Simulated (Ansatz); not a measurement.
# Rh (Rhodium): the cost of one run

Method: DFT PBE+D3(BJ), scalar-relativistic, plane waves, PAW, in Ansatz 0.2.0.

The COD entry's cell or inner coordinates are ideal or old and differ from later refinements, so a difference from it is no clean test against experiment.

1 further run of the same task is left out (set aside as unsound or not needed).

**1. Starting point**

It takes space group Fm-3m (No. 225, cubic). Conventional cell: a = 3.793 Å, b = 3.793 Å, c = 3.793 Å, α = 90.00°, β = 90.00°, γ = 90.00°. Rh (site symmetry m-3m) has 12 Rh at 2.68 Å in its first shell of neighbours.

Coordinates:

```cif
data_structure
_symmetry_space_group_name_H-M 'P 1'
_symmetry_Int_Tables_number 1
_cell_length_a 2.6823
_cell_length_b 2.6823
_cell_length_c 2.6823
_cell_angle_alpha 60.000
_cell_angle_beta 60.000
_cell_angle_gamma 60.000
_cell_volume 13.65
loop_
_atom_site_label
_atom_site_type_symbol
_atom_site_fract_x
_atom_site_fract_y
_atom_site_fract_z
_atom_site_occupancy
Rh1 Rh 0.00000 0.00000 0.00000 1
```

It is the result of an earlier relaxation at this level (volume 13.65 Å³/atom; gap on the mesh: none (metal)).

**2. Cutting the slab**

Planes are indexed in the bulk's conventional cell (Fm-3m (No. 225)), a = 3.793 Å, b = 3.793 Å, c = 3.793 Å, α = 90.00°, β = 90.00°, γ = 90.00°.

A (110) slab, 6.7 Å thick as cut, with 17 Å of vacuum, in a 2×2 surface cell; its outer planes are Rh (top) and Rh (bottom).

The slab as cut. Layers, bottom to top:

| plane | atoms per cell | height over the lowest (Å) |
| --- | --- | --- |
| 1 | Rh4 | 0.00 |
| 2 | Rh4 | 1.34 |
| 3 | Rh4 | 2.68 |
| 4 | Rh4 | 4.02 |
| 5 | Rh4 | 5.36 |
| 6 | Rh4 | 6.71 |

**3. The clean surface, relaxed**

Input file input.yaml:

```yaml
crystal:
  lattice:
    - [5.3646373911, 0.0, 0.0]
    - [0.0, 7.5867429557, 0.0]
    - [0.0, 0.0, 23.7057967389]
  atoms:
    - { symbol: Rh, position: [0.25, 0.25, 0.358562089] }
    - { symbol: Rh, position: [0.25, 0.75, 0.358562089] }
    - { symbol: Rh, position: [0.75, 0.25, 0.358562089] }
    - { symbol: Rh, position: [0.75, 0.75, 0.358562089] }
    - { symbol: Rh, position: [0.5, 0.5, 0.4151372534] }
    - { symbol: Rh, position: [0.5, 0.0, 0.4151372534] }
    - { symbol: Rh, position: [0.0, 0.5, 0.4151372534] }
    - { symbol: Rh, position: [0.0, 0.0, 0.4151372534] }
    - { symbol: Rh, position: [0.75, 0.75, 0.4717124178] }
    - { symbol: Rh, position: [0.75, 0.25, 0.4717124178] }
    - { symbol: Rh, position: [0.25, 0.75, 0.4717124178] }
    - { symbol: Rh, position: [0.25, 0.25, 0.4717124178] }
    - { symbol: Rh, position: [0.0, 0.0, 0.5282875822] }
    - { symbol: Rh, position: [0.0, 0.5, 0.5282875822] }
    - { symbol: Rh, position: [0.5, 0.0, 0.5282875822] }
    - { symbol: Rh, position: [0.5, 0.5, 0.5282875822] }
    - { symbol: Rh, position: [0.25, 0.25, 0.5848627466] }
    - { symbol: Rh, position: [0.25, 0.75, 0.5848627466] }
    - { symbol: Rh, position: [0.75, 0.25, 0.5848627466] }
    - { symbol: Rh, position: [0.75, 0.75, 0.5848627466] }
    - { symbol: Rh, position: [0.5, 0.5, 0.641437911] }
    - { symbol: Rh, position: [0.5, 0.0, 0.641437911] }
    - { symbol: Rh, position: [0.0, 0.5, 0.641437911] }
    - { symbol: Rh, position: [0.0, 0.0, 0.641437911] }
basis:
  ecutwfc: 420
kpoints:
  mp_grid: { grid: [6, 4, 1] }
hamiltonian:
  xc: pbe
  dispersion: d3bj
scf:
  occupations: { method: gaussian, width: 0.1 }
output:
  forces: true
  eigenvalues: true
  write_density: true
  write_potential: true
  elf: true
  volumetric_format: npy
relax:
  adjacent_minimum: "off"
  f_tol: 0.03
  max_steps: 70
  constraints: [{ sites: [0, 1, 2, 3, 4, 5, 6, 7, 8, 9, 10, 11] }]
efield:
  axis: 3
  dipole_correction: true
```

The run is started by

```
> ansatz run input.yaml --threads 4 --pin off --max-ram 10240MiB --backend cpu --events-out ev --progress --plain --runs-dir out
```

**Question.** How long does this run take on 4 threads of Arm Neoverse N1, shared host, and how much memory does it need?

About 13 min, with a peak of 5 GiB.
